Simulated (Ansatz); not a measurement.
**C₂H₈OSSi: small, medium and large basis sets**

The task here is to estimate one member of a computed series from the others.

Computed with Ansatz 0.2.0, Gaussian basis. Level: one geometry, several basis sets.

Levels to be run: PBE0-D4/def2-SVP; ωB97M-V/def2-SVP; PBE0-D4/def2-QZVPP; ωB97M-V/def2-QZVPP; CCSD(T)/cc-pV(D+d)Z; CCSD(T)/cc-pV(T+d)Z; MP2/cc-pV(Q+d)Z; the functionals' def2-TZVPP values are taken from earlier runs.

## The geometry

All runs share one geometry, relaxed beforehand with PBE0-D4 in a triple-zeta def2 set.

13 atoms, charge 0, spin multiplicity 1.

Atoms are counted from 1 here; the program's logs count them from 0.

Bond lengths: C1–O2 1.411 Å, C1–H6 1.095 Å, C1–H7 1.096 Å, C1–H8 1.091 Å, O2–Si3 1.640 Å, Si3–S4 2.121 Å, Si3–H9 1.481 Å, Si3–H10 1.487 Å, S4–C5 1.818 Å, C5–H11 1.089 Å, C5–H12 1.090 Å, C5–H13 1.089 Å. Angles: O2–C1–H6 111.4°, O2–C1–H7 111.3°, O2–C1–H8 108.1°, H6–C1–H7 108.5°, H6–C1–H8 108.9°, H7–C1–H8 108.6°, C1–O2–Si3 123.0°, O2–Si3–S4 113.3°, O2–Si3–H9 104.2°, O2–Si3–H10 111.6°, S4–Si3–H9 111.0°, S4–Si3–H10 104.2°, H9–Si3–H10 112.7°, Si3–S4–C5 99.4°, S4–C5–H11 106.9°, S4–C5–H12 110.8°, S4–C5–H13 111.1°, H11–C5–H12 109.0° and more.

The first run:

Input file in.yaml:

```yaml
crystal:
  periodic: [false, false, false]
  atoms:
    - {symbol: C, position_ang: [-1.458353, 0.763288, 1.352323]}
    - {symbol: O, position_ang: [-0.544066, 1.242139, 0.390507]}
    - {symbol: Si, position_ang: [1.019759, 0.752975, 0.322092]}
    - {symbol: S, position_ang: [1.233627, -1.331128, -0.005787]}
    - {symbol: C, position_ang: [0.502588, -1.445439, -1.666706]}
    - {symbol: H, position_ang: [-1.550720, -0.326977, 1.306581]}
    - {symbol: H, position_ang: [-1.152305, 1.044275, 2.366343]}
    - {symbol: H, position_ang: [-2.432348, 1.209717, 1.146496]}
    - {symbol: H, position_ang: [1.594771, 1.527685, -0.801510]}
    - {symbol: H, position_ang: [1.726423, 0.994330, 1.607778]}
    - {symbol: H, position_ang: [0.556310, -2.491527, -1.965809]}
    - {symbol: H, position_ang: [1.064961, -0.842865, -2.379678]}
    - {symbol: H, position_ang: [-0.540147, -1.131174, -1.657830]}
basis:
  gaussian: {orbitals: def2-SVP}
hamiltonian: {xc: pbe0, dispersion: d4}
output: {orbitals: {seedname: orbitals}}
```

On the command line:

```bash
> ansatz run in.yaml --threads 2 --pin off --events-out ev --progress --plain --max-ram 32768MiB --backend cpu
```

Steps of the session up to this table: PBE0-D4 in def2-SVP; ωB97M-V in def2-SVP; PBE0-D4 in def2-QZVPP; ωB97M-V in def2-QZVPP.

One table of the session follows, with a row left open; its other results are not shown here.

```
functional       basis  HOMO (eV)  LUMO (eV)
   PBE0-D4    def2-SVP          ?          ?
   PBE0-D4  def2-TZVPP      -7.06       0.41
   PBE0-D4  def2-QZVPP      -7.09       0.17
   ωB97M-V    def2-SVP      -9.15       2.83
   ωB97M-V  def2-TZVPP      -9.26       2.16
   ωB97M-V  def2-QZVPP      -9.29       1.61
```

Estimate the missing values for PBE0-D4, def2-SVP.

As computed: HOMO (eV): -6.98; LUMO (eV): 0.91. In the column «HOMO (eV)» it is the highest.
